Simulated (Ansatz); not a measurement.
# SiPF₃: geometry and frequencies at several levels

The task, for SiPF₃: geometry and frequencies at several levels.

Computed with Ansatz 0.2.0 (the levels named in each step, unless a step's input says otherwise).

### 1 Starting point

Bond lengths: F1–P2 1.661 Å, P2–Si3 2.100 Å, Si3–F4 1.594 Å, Si3–F5 1.596 Å. Angles: F1–P2–Si3 100.3°, P2–Si3–F4 115.7°, P2–Si3–F5 146.6°, F4–Si3–F5 97.7°.

Coordinates:

```xyz
5

F     2.1800    0.7007   -0.1925
P     1.3122   -0.6042    0.3591
Si   -0.6423    0.0401   -0.0571
F    -1.8052   -0.9736    0.3434
F    -1.5645    1.1986   -0.6520
```

### 2 A rough first relaxation, PBE-D4/def2-SVP

This run stands in another session on the same molecule. It ended at:

```xyz
5

F     2.0579    0.7848   -0.2398
P     1.3388   -0.5895    0.3549
Si   -0.6835   -0.0591   -0.0139
F    -1.9093   -1.0530    0.3734
F    -1.3238    1.2785   -0.6737
```

### 3 Relaxation, HF/STO-3G

Contents of input.yaml:

```yaml
crystal:
  periodic: [false, false, false]
  atoms:
    - { symbol: F, position_ang: [2.05786236, 0.78475704, -0.23979568] }
    - { symbol: P, position_ang: [1.33880132, -0.58950859, 0.35493394] }
    - { symbol: Si, position_ang: [-0.683508, -0.05912907, -0.0138693] }
    - { symbol: F, position_ang: [-1.90926898, -1.05297416, 0.37341217] }
    - { symbol: F, position_ang: [-1.32377669, 1.27849477, -0.67371114] }
basis:
  gaussian: { orbitals: STO-3G }
hamiltonian:
  xc: hf
relax:
  f_tol: 0.002
  max_steps: 150
```

Launch:

```
> ansatz run input.yaml --threads 2 --pin off --max-ram 5120MiB --backend cpu --events-out ev --progress --plain --runs-dir out
```

Standard output, shortened:

```text
Warning: RAYON_NUM_THREADS=2 ignored (pool sized by the plan → 2); use --threads N
[...]
Functional definition: HF
[...]
451 factors; integrals over basis functions are off by at most 6.0e-6 eV
[...]
mean field -24941.38851607 eV, -916.5791220852 hartree, gradient 3.5e-5 eV, S^2 0.000000; 0 other end points of the search recorded, 0 dependent functions left out
[...]
reference -24941.38851607 eV, -916.5791220852 hartree; 28, 28 occupied and 5, 5 virtual orbitals, 451 factors
relax step   1: F+E_penalty+E_count = -24941.38851607 eV  Δ(F+E_penalty+E_count) = +0.000e0 eV  max|allowed force component| = 1.660e0 eV/Å  Δτ_max = 0.0000 Å  (32 SCF iters, accepted)
[...]
relax step   6: F+E_penalty+E_count = -24941.51476795 eV  Δ(F+E_penalty+E_count) = -6.729e-5 eV  max|allowed force component| = 8.955e-3 eV/Å  Δτ_max = 0.0041 Å  (29 SCF iters, accepted)
[...]
relax step   7: F+E_penalty+E_count = -24941.51477040 eV  Δ(F+E_penalty+E_count) = -2.453e-6 eV  max|allowed force component| = 1.265e-3 eV/Å  Δτ_max = 0.0004 Å  (29 SCF iters, accepted)
451 factors; integrals over basis functions are off by at most 6.7e-6 eV
[...]
mean field -24941.51477040 eV, -916.5837618464 hartree, gradient 1.8e-5 eV, S^2 0.000000; 1 other end points of the search recorded, 0 dependent functions left out
[...]
reference -24941.51477040 eV, -916.5837618464 hartree; 28, 28 occupied and 5, 5 virtual orbitals, 451 factors
Total energy: -24941.51477040 eV, -916.5837618464 hartree
Atom 0 at     2.020433     0.785268    -0.242223 Å, force     0.000457     0.001152    -0.000510 eV/Å
Atom 1 at     1.298982    -0.586077     0.350915 Å, force    -0.000594    -0.001265     0.000544 eV/Å
Atom 2 at    -0.634305    -0.067504    -0.007027 Å, force     0.000206     0.000018     0.000037 eV/Å
Atom 3 at    -1.887845    -1.008192     0.353943 Å, force     0.000002    -0.000097     0.000033 eV/Å
Atom 4 at    -1.317154     1.238145    -0.654639 Å, force    -0.000070     0.000192    -0.000103 eV/Å
Dipole moment:    -0.210832    -0.077445     0.023171 e Å
```

Wall time 3.7 s (2 threads of Intel Xeon Platinum 8488C (Sapphire Rapids), shared host); peak memory 0.11 GiB.

Step by step:

```csv
step,E - E(step 1) (eV),largest force component (eV/Å)
1,0.0000,1.6605
2,-0.1098,0.4287
3,-0.1209,0.3393
4,-0.1238,0.2439
5,-0.1262,0.0190
6,-0.1263,0.0090
7,-0.1263,0.0013
```

Step 1 is the start.

Before: Bond lengths: F1–P2 1.661 Å, P2–Si3 2.123 Å, Si3–F4 1.625 Å, Si3–F5 1.623 Å. Angles: F1–P2–Si3 98.2°, P2–Si3–F4 121.6°, P2–Si3–F5 130.7°, F4–Si3–F5 107.7°.

After: Bond lengths: F1–P2 1.659 Å, P2–Si3 2.033 Å, Si3–F4 1.608 Å, Si3–F5 1.609 Å. Angles: F1–P2–Si3 98.0°, P2–Si3–F4 123.5°, P2–Si3–F5 132.9°, F4–Si3–F5 103.5°.

### 4 Frequencies, HF/STO-3G

Contents of input.yaml:

```yaml
crystal:
  periodic: [false, false, false]
  atoms:
    - { symbol: F, position_ang: [2.02043321, 0.78526777, -0.24222251] }
    - { symbol: P, position_ang: [1.29898155, -0.58607749, 0.35091501] }
    - { symbol: Si, position_ang: [-0.63430526, -0.06750378, -0.00702653] }
    - { symbol: F, position_ang: [-1.88784546, -1.00819189, 0.35394282] }
    - { symbol: F, position_ang: [-1.31715403, 1.23814538, -0.6546388] }
basis:
  gaussian: { orbitals: STO-3G }
hamiltonian:
  xc: hf
phonons: {}
```

Launch:

```
> ansatz run input.yaml --threads 2 --pin off --max-ram 5120MiB --backend cpu --events-out ev --progress --plain --runs-dir out
```

Standard output, shortened:

```text
Warning: RAYON_NUM_THREADS=2 ignored (pool sized by the plan → 2); use --threads N
[...]
[... 1 set-up line as earlier in the session ...]
[...]
453 factors; integrals over basis functions are off by at most 6.1e-6 eV
[...]
mean field -24941.51478768 eV, -916.5837624812 hartree, gradient 4.7e-5 eV, S^2 0.000000; 0 other end points of the search recorded, 0 dependent functions left out
[...]
reference -24941.51478768 eV, -916.5837624812 hartree; 28, 28 occupied and 5, 5 virtual orbitals, 453 factors
[...]
453 factors; integrals over basis functions are off by at most 6.1e-6 eV
[...]
mean field -24941.51475194 eV, -916.5837611680 hartree, gradient 2.8e-6 eV, S^2 0.000000; 0 other end points of the search recorded, 0 dependent functions left out
[...]
reference -24941.51475194 eV, -916.5837611680 hartree; 28, 28 occupied and 5, 5 virtual orbitals, 453 factors
[...]
453 factors; integrals over basis functions are off by at most 6.1e-6 eV
[...]
453 factors; integrals over basis functions are off by at most 6.1e-6 eV
mean field -24941.51476674 eV, -916.5837617118 hartree, gradient 2.8e-6 eV, S^2 0.000000; 0 other end points of the search recorded, 0 dependent functions left out
[...]
reference -24941.51476674 eV, -916.5837617118 hartree; 28, 28 occupied and 5, 5 virtual orbitals, 453 factors
Total energy: -24941.51478768 eV, -916.5837624812 hartree
Atom 0 at     2.020433     0.785268    -0.242223 Å, force     0.000423     0.001142    -0.000508 eV/Å
Atom 1 at     1.298982    -0.586077     0.350915 Å, force    -0.000578    -0.001274     0.000549 eV/Å
Atom 2 at    -0.634305    -0.067504    -0.007027 Å, force     0.000263     0.000030     0.000035 eV/Å
Atom 3 at    -1.887845    -1.008192     0.353943 Å, force    -0.000001    -0.000032     0.000002 eV/Å
Atom 4 at    -1.317154     1.238145    -0.654639 Å, force    -0.000107     0.000134    -0.000079 eV/Å
Dipole moment:    -0.210832    -0.077446     0.023171 e Å
Vibrations: 93.21 127.74 164.84 290.18 344.60 607.19 964.23 1002.09 1039.55 cm⁻¹, zero-point energy 0.287248 eV
```

Run time: 11 s. Hardware: 2 threads of Intel Xeon Platinum 8488C (Sapphire Rapids), shared host; peak memory 0.1 GiB.

Harmonic frequencies (cm⁻¹; negative: imaginary): 93, 128, 165, 290, 345, 607, 964, 1002, 1040.

### 5 Relaxation, HF/6-31G*

Contents of input.yaml:

```yaml
crystal:
  periodic: [false, false, false]
  atoms:
    - { symbol: F, position_ang: [2.05786236, 0.78475704, -0.23979568] }
    - { symbol: P, position_ang: [1.33880132, -0.58950859, 0.35493394] }
    - { symbol: Si, position_ang: [-0.683508, -0.05912907, -0.0138693] }
    - { symbol: F, position_ang: [-1.90926898, -1.05297416, 0.37341217] }
    - { symbol: F, position_ang: [-1.32377669, 1.27849477, -0.67371114] }
basis:
  gaussian: { orbitals: "6-31G*" }
hamiltonian:
  xc: hf
relax:
  f_tol: 0.002
  max_steps: 150
```

Launch:

```
> ansatz run input.yaml --threads 2 --pin off --max-ram 5120MiB --backend cpu --events-out ev --progress --plain --runs-dir out
```

Standard output, shortened:

```text
Warning: RAYON_NUM_THREADS=2 ignored (pool sized by the plan → 2); use --threads N
[...]
[... 1 set-up line as earlier in the session ...]
[...]
754 factors; integrals over basis functions are off by at most 1.8e-4 eV
[...]
mean field -25252.75451423 eV, -928.0216114663 hartree, gradient 2.3e-5 eV, S^2 0.000000; 0 other end points of the search recorded, 0 dependent functions left out
[...]
reference -25252.75451423 eV, -928.0216114663 hartree; 28, 28 occupied and 55, 55 virtual orbitals, 754 factors
relax step   1: F+E_penalty+E_count = -25252.75451423 eV  Δ(F+E_penalty+E_count) = +0.000e0 eV  max|allowed force component| = 1.825e0 eV/Å  Δτ_max = 0.0000 Å  (36 SCF iters, accepted)
[...]
relax step   7: F+E_penalty+E_count = -25252.92208158 eV  Δ(F+E_penalty+E_count) = -2.115e-4 eV  max|allowed force component| = 3.116e-3 eV/Å  Δτ_max = 0.0053 Å  (28 SCF iters, accepted)
[...]
relax step   8: F+E_penalty+E_count = -25252.92208255 eV  Δ(F+E_penalty+E_count) = -9.638e-7 eV  max|allowed force component| = 5.950e-4 eV/Å  Δτ_max = 0.0005 Å  (23 SCF iters, accepted)
754 factors; integrals over basis functions are off by at most 2.1e-4 eV
[...]
mean field -25252.92208255 eV, -928.0277694882 hartree, gradient 6.1e-5 eV, S^2 0.000000; 1 other end points of the search recorded, 0 dependent functions left out
[...]
reference -25252.92208255 eV, -928.0277694882 hartree; 28, 28 occupied and 55, 55 virtual orbitals, 754 factors
Total energy: -25252.92208255 eV, -928.0277694882 hartree
Atom 0 at     1.996539     0.772567    -0.238097 Å, force    -0.000064     0.000055     0.000490 eV/Å
Atom 1 at     1.309806    -0.578867     0.348518 Å, force     0.000041    -0.000079    -0.000595 eV/Å
Atom 2 at    -0.672225    -0.056747    -0.014265 Å, force     0.000169     0.000177     0.000107 eV/Å
Atom 3 at    -1.863431    -1.009661     0.355895 Å, force    -0.000123     0.000117     0.000240 eV/Å
Atom 4 at    -1.290579     1.234348    -0.651080 Å, force    -0.000022    -0.000269    -0.000242 eV/Å
Dipole moment:    -0.370931    -0.102002     0.024949 e Å
```

It took 11 s on 2 threads of Intel Xeon Platinum 8488C (Sapphire Rapids), shared host; peak memory 0.16 GiB.

Step by step:

| step | energy from step 1 (eV) | largest force component (eV/Å) |
| --- | --- | --- |
| 1 | 0.0000 | 1.8252 |
| 2 | -0.1175 | 1.3254 |
| 3 | -0.1615 | 0.5098 |
| 4 | -0.1665 | 0.1786 |
| 5 | -0.1670 | 0.0828 |
| 6 | -0.1674 | 0.0468 |
| 7 | -0.1676 | 0.0031 |
| 8 | -0.1676 | 0.0006 |

Step 1 is the start.

Before: Bond lengths: F1–P2 1.661 Å, P2–Si3 2.123 Å, Si3–F4 1.625 Å, Si3–F5 1.623 Å. Angles: F1–P2–Si3 98.2°, P2–Si3–F4 121.6°, P2–Si3–F5 130.7°, F4–Si3–F5 107.7°.

After: Bond lengths: F1–P2 1.625 Å, P2–Si3 2.082 Å, Si3–F4 1.570 Å, Si3–F5 1.567 Å. Angles: F1–P2–Si3 97.5°, P2–Si3–F4 122.0°, P2–Si3–F5 130.8°, F4–Si3–F5 107.3°.

### 6 Frequencies, HF/6-31G*

Contents of input.yaml:

```yaml
crystal:
  periodic: [false, false, false]
  atoms:
    - { symbol: F, position_ang: [1.99653851, 0.77256697, -0.23809732] }
    - { symbol: P, position_ang: [1.30980645, -0.57886668, 0.3485179] }
    - { symbol: Si, position_ang: [-0.6722253, -0.05674742, -0.01426541] }
    - { symbol: F, position_ang: [-1.86343111, -1.00966054, 0.35589529] }
    - { symbol: F, position_ang: [-1.29057855, 1.23434766, -0.65108047] }
basis:
  gaussian: { orbitals: "6-31G*" }
hamiltonian:
  xc: hf
phonons: {}
```

Launch:

```
> ansatz run input.yaml --threads 2 --pin off --max-ram 5120MiB --backend cpu --events-out ev --progress --plain --runs-dir out
```

Standard output, shortened:

```text
Warning: RAYON_NUM_THREADS=2 ignored (pool sized by the plan → 2); use --threads N
[...]
[... 1 set-up line as earlier in the session ...]
[...]
752 factors; integrals over basis functions are off by at most 2.1e-4 eV
[...]
mean field -25252.92207606 eV, -928.0277692497 hartree, gradient 1.2e-5 eV, S^2 0.000000; 0 other end points of the search recorded, 0 dependent functions left out
[...]
reference -25252.92207606 eV, -928.0277692497 hartree; 28, 28 occupied and 55, 55 virtual orbitals, 752 factors
[...]
752 factors; integrals over basis functions are off by at most 2.1e-4 eV
[...]
mean field -25252.92204657 eV, -928.0277681660 hartree, gradient 2.5e-6 eV, S^2 0.000000; 0 other end points of the search recorded, 0 dependent functions left out
[...]
reference -25252.92204657 eV, -928.0277681660 hartree; 28, 28 occupied and 55, 55 virtual orbitals, 752 factors
[...]
752 factors; integrals over basis functions are off by at most 2.1e-4 eV
[...]
752 factors; integrals over basis functions are off by at most 2.1e-4 eV
[...]
mean field -25252.92205249 eV, -928.0277683838 hartree, gradient 2.1e-6 eV, S^2 0.000000; 0 other end points of the search recorded, 0 dependent functions left out
[...]
reference -25252.92205249 eV, -928.0277683838 hartree; 28, 28 occupied and 55, 55 virtual orbitals, 752 factors
Total energy: -25252.92207606 eV, -928.0277692497 hartree
Atom 0 at     1.996539     0.772567    -0.238097 Å, force    -0.000065     0.000054     0.000488 eV/Å
Atom 1 at     1.309806    -0.578867     0.348518 Å, force     0.000040    -0.000077    -0.000592 eV/Å
Atom 2 at    -0.672225    -0.056747    -0.014265 Å, force     0.000187     0.000175     0.000110 eV/Å
Atom 3 at    -1.863431    -1.009661     0.355895 Å, force    -0.000135     0.000109     0.000241 eV/Å
Atom 4 at    -1.290579     1.234348    -0.651080 Å, force    -0.000027    -0.000260    -0.000247 eV/Å
Dipole moment:    -0.370931    -0.102002     0.024949 e Å
Vibrations: 124.38 145.00 225.60 279.39 335.42 565.56 842.51 1007.66 1065.17 cm⁻¹, zero-point energy 0.284587 eV
```

Wall time 24 s (2 threads of Intel Xeon Platinum 8488C (Sapphire Rapids), shared host); peak memory 0.16 GiB.

Harmonic frequencies (cm⁻¹; negative: imaginary): 124, 145, 226, 279, 335, 566, 843, 1008, 1065.

### 7 Relaxation, LDA/def2-SVP

Contents of input.yaml:

```yaml
crystal:
  periodic: [false, false, false]
  atoms:
    - { symbol: F, position_ang: [2.05786236, 0.78475704, -0.23979568] }
    - { symbol: P, position_ang: [1.33880132, -0.58950859, 0.35493394] }
    - { symbol: Si, position_ang: [-0.683508, -0.05912907, -0.0138693] }
    - { symbol: F, position_ang: [-1.90926898, -1.05297416, 0.37341217] }
    - { symbol: F, position_ang: [-1.32377669, 1.27849477, -0.67371114] }
basis:
  gaussian: { orbitals: def2-SVP }
hamiltonian:
  xc: lda
relax:
  f_tol: 0.002
  max_steps: 150
```

Launch:

```
> ansatz run input.yaml --threads 2 --pin off --max-ram 5120MiB --backend cpu --events-out ev --progress --plain --runs-dir out
```

Standard output, shortened:

```text
Warning: RAYON_NUM_THREADS=2 ignored (pool sized by the plan → 2); use --threads N
[...]
Functional definition: SPW92
[...]
847 factors; their error is unknown
[...]
mean field -25189.97877456 eV, -925.7146455843 hartree, gradient 5.5e-5 eV, S^2 0.000000; 0 other end points of the search recorded, 0 dependent functions left out
[...]
reference -25189.97879722 eV, -925.7146464169 hartree; 28, 28 occupied and 50, 50 virtual orbitals, 847 factors
relax step   1: F+E_penalty+E_count = -25189.97877456 eV  Δ(F+E_penalty+E_count) = +0.000e0 eV  max|allowed force component| = 5.719e-1 eV/Å  Δτ_max = 0.0000 Å  (26 SCF iters, accepted)
[...]
relax step   5: F+E_penalty+E_count = -25190.00089077 eV  Δ(F+E_penalty+E_count) = -1.129e-4 eV  max|allowed force component| = 1.570e-2 eV/Å  Δτ_max = 0.0063 Å  (29 SCF iters, accepted)
[...]
relax step   6: F+E_penalty+E_count = -25190.00099698 eV  Δ(F+E_penalty+E_count) = -1.062e-4 eV  max|allowed force component| = 7.667e-4 eV/Å  Δτ_max = 0.0055 Å  (29 SCF iters, accepted)
847 factors; their error is unknown
[...]
mean field -25190.00099698 eV, -925.7154622431 hartree, gradient 1.0e-5 eV, S^2 0.000000; 1 other end points of the search recorded, 0 dependent functions left out
[...]
reference -25190.00101965 eV, -925.7154630763 hartree; 28, 28 occupied and 50, 50 virtual orbitals, 847 factors
Total energy: -25190.00101965 eV, -925.7154630763 hartree
Atom 0 at     2.035714     0.773656    -0.236278 Å, force    -0.000471     0.000272     0.000364 eV/Å
Atom 1 at     1.328069    -0.582647     0.351372 Å, force     0.000234    -0.000231    -0.000346 eV/Å
Atom 2 at    -0.676907    -0.055435    -0.014991 Å, force     0.000360     0.000649    -0.000642 eV/Å
Atom 3 at    -1.889011    -1.038121     0.367481 Å, force    -0.000767    -0.000652     0.000728 eV/Å
Atom 4 at    -1.317756     1.264187    -0.666614 Å, force     0.000644    -0.000038    -0.000104 eV/Å
Dipole moment:    -0.132090    -0.115696     0.045858 e Å
```

It took 4.9 s on 2 threads of Intel Xeon Platinum 8488C (Sapphire Rapids), shared host; peak memory 0.15 GiB.

Step by step:

```csv
step,energy from step 1 (eV),largest force component (eV/Å)
1,0.0000,0.5719
2,-0.0152,0.3539
3,-0.0216,0.1561
4,-0.0220,0.0891
5,-0.0221,0.0157
6,-0.0222,0.0008
```

Step 1 is the start.

Before: Bond lengths: F1–P2 1.661 Å, P2–Si3 2.123 Å, Si3–F4 1.625 Å, Si3–F5 1.623 Å. Angles: F1–P2–Si3 98.2°, P2–Si3–F4 121.6°, P2–Si3–F5 130.7°, F4–Si3–F5 107.7°.

After: Bond lengths: F1–P2 1.639 Å, P2–Si3 2.105 Å, Si3–F4 1.607 Å, Si3–F5 1.605 Å. Angles: F1–P2–Si3 98.1°, P2–Si3–F4 121.6°, P2–Si3–F5 131.1°, F4–Si3–F5 107.4°.

### 8 Frequencies, LDA/def2-SVP

Contents of input.yaml:

```yaml
crystal:
  periodic: [false, false, false]
  atoms:
    - { symbol: F, position_ang: [2.03571429, 0.77365592, -0.23627808] }
    - { symbol: P, position_ang: [1.32806906, -0.582647, 0.35137204] }
    - { symbol: Si, position_ang: [-0.67690725, -0.05543461, -0.01499129] }
    - { symbol: F, position_ang: [-1.88901056, -1.03812091, 0.36748106] }
    - { symbol: F, position_ang: [-1.31775552, 1.26418658, -0.66661374] }
basis:
  gaussian: { orbitals: def2-SVP }
hamiltonian:
  xc: lda
phonons: {}
```

Launch:

```
> ansatz run input.yaml --threads 2 --pin off --max-ram 5120MiB --backend cpu --events-out ev --progress --plain --runs-dir out
```

Standard output, shortened:

```text
Warning: RAYON_NUM_THREADS=2 ignored (pool sized by the plan → 2); use --threads N
[...]
[... 1 set-up line as earlier in the session ...]
[...]
847 factors; their error is unknown
[...]
mean field -25190.00099732 eV, -925.7154622556 hartree, gradient 4.4e-5 eV, S^2 0.000000; 0 other end points of the search recorded, 0 dependent functions left out
[...]
reference -25190.00102000 eV, -925.7154630892 hartree; 28, 28 occupied and 50, 50 virtual orbitals, 847 factors
[...]
847 factors; their error is unknown
mean field -25190.00096991 eV, -925.7154612483 hartree, gradient 1.8e-6 eV, S^2 0.000000; 0 other end points of the search recorded, 0 dependent functions left out
[...]
reference -25190.00099259 eV, -925.7154620819 hartree; 28, 28 occupied and 50, 50 virtual orbitals, 847 factors
[...]
847 factors; their error is unknown
[...]
847 factors; their error is unknown
[...]
mean field -25190.00097782 eV, -925.7154615389 hartree, gradient 2.7e-6 eV, S^2 0.000000; 0 other end points of the search recorded, 0 dependent functions left out
[...]
reference -25190.00100050 eV, -925.7154623726 hartree; 28, 28 occupied and 50, 50 virtual orbitals, 847 factors
Total energy: -25190.00102000 eV, -925.7154630892 hartree
Atom 0 at     2.035714     0.773656    -0.236278 Å, force    -0.000473     0.000278     0.000361 eV/Å
Atom 1 at     1.328069    -0.582647     0.351372 Å, force     0.000236    -0.000231    -0.000346 eV/Å
Atom 2 at    -0.676907    -0.055435    -0.014991 Å, force     0.000369     0.000631    -0.000633 eV/Å
Atom 3 at    -1.889011    -1.038121     0.367481 Å, force    -0.000775    -0.000643     0.000724 eV/Å
Atom 4 at    -1.317756     1.264187    -0.666614 Å, force     0.000643    -0.000035    -0.000106 eV/Å
Dipole moment:    -0.132090    -0.115696     0.045858 e Å
Vibrations: 90.11 136.03 186.16 239.50 292.82 513.32 807.89 925.75 977.03 cm⁻¹, zero-point energy 0.258420 eV
```

Wall time 15 s (2 threads of Intel Xeon Platinum 8488C (Sapphire Rapids), shared host); peak memory 0.13 GiB.

Harmonic frequencies (cm⁻¹; negative: imaginary): 90, 136, 186, 240, 293, 513, 808, 926, 977.

(Part 1 of 2 ends here.)
